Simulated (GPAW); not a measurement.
# AgRh (P-6m2) in GPAW: settings compared

One crystal, AgRh, is run at these levels: LDA, PBE; tasks: optical spectrum, equation of state.

Everything below comes from runs of GPAW 26.7.0. Logs are shortened: lines on timing, memory, paths and dates and some standing lists are left out, and cuts for length are marked. The log counts tension as positive stress, the text compression.

### Step 1. The structure

The structure is hexagonal, space group P-6m2 (No. 187). The conventional cell has a = 2.778 Å, b = 2.778 Å, c = 4.809 Å, α = 90.00°, β = 90.00°, γ = 120.00°. Ag (site symmetry -6m2) has 6 Ag at 2.78 Å and 6 Rh at 2.89 Å as nearest neighbours. Rh (site symmetry -6m2) is surrounded by 6 Rh at 2.78 Å and 6 Ag at 2.89 Å.

The cell comes from a database or a generator and needn't be the stable form of this composition.

### Step 2. Optical spectrum, LDA

File run.py:

```python
from ase import Atoms
from ase.dft.bandgap import bandgap
from ase.io import write
from gpaw import GPAW, PW
from gpaw.response.df import DielectricFunction

atoms = Atoms(['Ag', 'Rh'],
              cell=[[2.7775881998, 0.0, 0.0],
                    [-1.3887940999, 2.4054619423, 0.0],
                    [0.0, 0.0, 4.808602]],
              scaled_positions=[[0.0, 0.0, 0.5],
                                [0.6666666667, 0.3333333333, 0.0]],
              pbc=True)

calc = GPAW(mode=PW(500),
            xc='LDA',
            kpts={'size': (9, 9, 5), 'gamma': True},
            occupations={'name': 'fermi-dirac', 'width': 0.05},
            nbands=29,
            convergence={'density': 1e-06},
            maxiter=150,
            txt='gpaw.txt')
atoms.calc = calc
energy = atoms.get_potential_energy()
calc.write('gs.gpw')
write('result.traj', atoms)
print(f'Energy: {energy:.6f} eV')
print('Fermi level:', round(calc.get_fermi_level(), 4), 'eV')
print(f'Gap: {bandgap(calc)[0]:.4f} eV, direct: {bandgap(calc, direct=True)[0]:.4f} eV')

dense = calc.fixed_density(kpts={'size': (21, 21, 11), 'gamma': True},
                           nbands=42, convergence={'bands': 36, 'eigenstates': 1e-7},
                           update_fermi_level=True, txt='dense.txt')
dense.write('dense.gpw', mode='all')

df = DielectricFunction('dense.gpw', frequencies={'type': 'nonlinear', 'domega0': 0.05, 'omega2': 10},
                        eta=0.1, ecut=50, nbands=36, rate='eta', txt='df.txt')
for direction in ['x', 'z']:
    df.get_dielectric_function(xc='RPA', direction=direction, filename=f'df_{direction}.csv')
```

Potentials or basis: the program's PAW data sets (release 1.2.1) made for this functional, pw.

On the command line:

```bash
> OMP_NUM_THREADS=1 python run.py
```

gpaw.txt:

```text
__  _  _
 | _ |_)|_||  |
 |__||  | ||/\| - 26.7.0

Input parameters:
  mode=PW(ecut=500.0),
  convergence={'density': 1e-06},
  kpts=MonkhorstPack(size=(9, 9, 5), gamma=True),
  maxiter=150,
  nbands=29,
  occupations=Occupations(name='fermi-dirac', width=0.05),
  xc=XC(name='LDA')

Diagonalizing LCAO Hamiltonian
Converting LCAO to pw mode

       Ag

           Rh

Atoms  # Å, Bohr magnetons
|   | symbol |        x |        y |        z |    initial magnetic moments |
|---|--------|----------|----------|----------|-----------------------------|
| 0 |     Ag | 0.000000 | 0.000000 | 2.404301 | ( 0.0000,  0.0000,  0.0000) |
| 1 |     Rh | 1.388794 | 0.801821 | 0.000000 | ( 0.0000,  0.0000,  0.0000) |

Unit cell  # Å
| periodic |         x |        y |        z |  lengths |     angles |
|----------|-----------|----------|----------|----------|------------|
|      yes |  2.777588 | 0.000000 | 0.000000 | 2.777588 |  90.000000 |
|      yes | -1.388794 | 2.405462 | 0.000000 | 2.777588 |  90.000000 |
|      yes |  0.000000 | 0.000000 | 4.808602 | 4.808602 | 120.000000 |

Number of symmetries: 12
Symmetry operations  # r_c * U_cc + t_c -> r_c
|    | kind |            matrix            |
|----|------|------------------------------|
|  0 |  σ   |  1, 1, 0,  0,-1, 0,  0, 0, 1 |
|  1 |  C2  |  1, 1, 0,  0,-1, 0,  0, 0,-1 |
|  2 |  E   |  1, 0, 0,  0, 1, 0,  0, 0, 1 |
|  3 |  σ   |  1, 0, 0,  0, 1, 0,  0, 0,-1 |
|  4 |  C3  |  0, 1, 0, -1,-1, 0,  0, 0, 1 |
|  5 |  S3  |  0, 1, 0, -1,-1, 0,  0, 0,-1 |
|  6 |  σ   |  0,-1, 0, -1, 0, 0,  0, 0, 1 |
|  7 |  C2  |  0,-1, 0, -1, 0, 0,  0, 0,-1 |
|  8 |  σ   | -1, 0, 0,  1, 1, 0,  0, 0, 1 |
|  9 |  C2  | -1, 0, 0,  1, 1, 0,  0, 0,-1 |
| 10 |  C3  | -1,-1, 0,  1, 0, 0,  0, 0, 1 |
| 11 |  S3  | -1,-1, 0,  1, 0, 0,  0, 0,-1 |

BZ-sampling:
  Number of BZ points: 405
  Number of IBZ points: 36

  Monkhorst-Pack size: [9, 9, 5]
  Monkhorst-Pack shift: [0, 0, 0]

K-points  # in reciprocal-cell coordinates
|     |                                coordinates |     weight |
|-----|--------------------------------------------|------------|
|   0 | (  0.00000000,   0.00000000,   0.00000000) | 0.00246914 |
|   1 | (  0.00000000,   0.00000000,   0.20000000) | 0.00493827 |
|   2 | (  0.00000000,   0.00000000,   0.40000000) | 0.00493827 |
|   3 | (  0.11111111,   0.00000000,   0.00000000) | 0.01481481 |
|   4 | (  0.11111111,   0.00000000,   0.20000000) | 0.02962963 |
|   5 | (  0.11111111,   0.00000000,   0.40000000) | 0.02962963 |
|   6 | (  0.22222222,  -0.11111111,   0.00000000) | 0.01481481 |
|   7 | (  0.22222222,  -0.11111111,   0.20000000) | 0.02962963 |
|   8 | (  0.22222222,  -0.11111111,   0.40000000) | 0.02962963 |
|   9 | (  0.22222222,   0.00000000,   0.00000000) | 0.01481481 |
| ... |                                            |            |
|  35 | (  0.44444444,   0.44444444,   0.40000000) | 0.02962963 |

Plane wave coefficients: 829
Cutoff: 500.0 eV

Spin-components: 1 (collinear spins)
Bands:           29
Projectors:      12
Spin-degeneracy: 2
Datatype:        complex128

Parallelization:
  kpt:    1
  domain: 1
  band:   1

Density:
  Valence electrons: 32.0
  Components: 1
  Grid points: [15 15 25]
  Charge: 0.0  # |e|

Potential:
  Grid points: [15 15 25]

species:
  Ag:
    name:    Silver
    Z:       47.0
    valence: 17
    core:    30
    charge:  0.0  # [|e|]
    compensation charges:
      type: gauss
      rc: 0.40  # [Å]
      lmax: 2
    cutoffs:
      filter: 2.35  # [Å]
      core: 2.19  # [Å]
    projectors
    | kind |    occ | energy [eV] | rcut [Å] |
    |------|--------|-------------|----------|
    |   5s |  1.000 |      -4.708 |    1.286 |
    |   4p |  6.000 |     -58.678 |    1.328 |
    |   5p |  0.000 |      -0.844 |    1.328 |
    |   4d | 10.000 |      -7.664 |    1.180 |
    |    s |        |      22.503 |    1.286 |
    |    d |        |      19.547 |    1.180 |

    Using partial waves for Ag as LCAO basis

  Rh:
    name:    Rhodium
    Z:       45.0
    valence: 15
    core:    30
    charge:  0.0  # [|e|]
    compensation charges:
      type: gauss
      rc: 0.38  # [Å]
      lmax: 2
    cutoffs:
      filter: 2.48  # [Å]
      core: 2.35  # [Å]
    projectors
    | kind |    occ | energy [eV] | rcut [Å] |
    |------|--------|-------------|----------|
    |   5s |  1.000 |      -4.582 |    1.270 |
    |   4p |  6.000 |     -50.540 |    1.381 |
    |   5p |  0.000 |      -0.969 |    1.381 |
    |   4d |  8.000 |      -6.147 |    1.244 |
    |    s |        |      22.630 |    1.270 |
    |    d |        |      21.064 |    1.244 |

    Using partial waves for Rh as LCAO basis

Reference energy: -274473.662487  # eV

eigensolver:
  PPCG
  Converge bands: occupied
  niter=2

density mixing:
  MSR1-Mixer
  Pratt-step length: 0.05
  Maximum mixing coefficient: 0.75
  Old densities: 10
  SVD Regularization: 0.005
  Good broyden scale: 1.0
  Trust region scale: 1.0
  Backstep threshold: 4.0
  History deletion threshold: 6.0
  Fourier metric: weight=20.0, sigma=0.015

occupation numbers:
  Fermi-Dirac:
    width: 0.0500  # eV

poisson solver:
  ecut: 4000.0  # eV

xc functional:
  name: None

convergence criteria:
- Maximum integral of absolute [dens]ity change: 1e-06 electrons / valence electron
- Maximum [total energy] change in last 3 cyles: 0.0005 eV / valence electron
- Maximum integral of absolute [eigenst]ate change: 4e-08 eV^2 / valence electron
maximum number of iterations: 150

SCF iterations
|iter     | |      energy | eigst |  dens |
|---------|-|-------------|-------|-------|
|iter:   1| |  -12.954938 | -0.20 |       |
|iter:   2| |  -12.710557 | -2.90 | -1.20 |
|iter:   3| |  -12.256141 | -2.14 | -1.25 |
|iter:   4| |  -12.021490 | -3.01 | -1.60 |
|iter:   5| |  -12.005447 | -3.94 | -2.04 |
|iter:   6| |  -12.001778 | -4.30 | -2.44 |
|iter:   7| |  -12.001926c| -5.45 | -2.95 |
|iter:   8| |  -12.001840c| -6.62 | -3.66 |
|iter:   9| |  -12.001842c| -7.83c| -4.29 |
|iter:  10| |  -12.001845c| -7.46c| -4.77 |
|iter:  11| |  -12.001845c| -8.42c| -5.47 |
|iter:  12| |  -12.001845c| -8.96c| -5.84 |
|iter:  13| |  -12.001845c| -9.57c| -6.70c|

Converged in 13 steps
Energy contributions relative to reference atoms: (reference = -274473.662487)

Energy contributions:
  Kinetic:         -12.943560
  Coulomb:           8.708618
  Zero:             -0.055384
  External:          0.000000
  Xc:               -7.696228
  Entropy:          -0.030582
  Spinorbit:         0.000000
  ----------------------------
  Free energy:     -12.017136
  Extrapolated:    -12.001845

dipole moment: (-1.431331, -9.279242, -14.496311)  # |e|*Ang

Fermi level: 8.411
Eigenvalues  # (at kpt = [0.000, 0.000, 0.000])
| band index |      eig [eV] | occ [0-2] |
|------------|---------------|-----------|
|          0 |       -46.476 |     2.000 |
|        ... |               |           |
|          7 |         2.633 |     2.000 |
|          8 |         4.167 |     2.000 |
|          9 |         4.167 |     2.000 |
|         10 |         5.127 |     2.000 |
|         11 |         5.355 |     2.000 |
|         12 |         5.355 |     2.000 |
[... 8 lines left out ...]
|         21 |        27.391 |     0.000 |
|         22 |        29.917 |     0.000 |
|        ... |               |           |
|         28 |        33.291 |     0.000 |

No gap
No difference between direct/indirect transitions
# Writing to gs.gpw (mode='')
```

It took 5 min on 1 thread of Arm Neoverse V1, shared host; peak memory 0.54 GiB.

Results:

| Property | Result |
| --- | --- |
| Free energy | -12.0171 eV |
| Band gap on the k mesh | none (metal or under the smearing width) |

Dielectric function (mean over the directions given):
```
energy (eV)  real part  imaginary part
       0.51     -94.82          109.98
       1.15     -32.74           41.24
       1.77     -15.56           23.43
       2.42      -7.92           12.32
       3.04      -7.95           11.77
       3.69      -4.73            8.73
       4.30      -4.54            5.72
       4.94      -3.63            4.52
       5.53      -2.70            3.92
       6.15      -1.98            2.93
       6.87      -1.21            2.41
       7.55      -0.60            2.41
       8.16      -0.03            2.05
       8.80      -0.10            2.01
       9.47       0.21            2.21
      10.06       0.05            2.15
      10.67       0.05            2.11
      11.31      -0.14            1.85
      11.96       0.14            1.57
      12.53       0.23            1.46
      13.36       0.35            1.46
      13.97       0.32            1.43
      14.61       0.34            1.51
      15.26       0.32            1.39
      15.94       0.43            1.29
      16.64       0.40            1.28
      17.36       0.30            1.31
      18.12       0.38            1.25
      18.90       0.24            1.29
      19.87       0.21            1.09
```

Caveat: the intraband term hangs on this k mesh; the long-wavelength limit can be off by several per cent where d states take part; independent-particle spectra lack excitons.

[end of part 1 of 2]
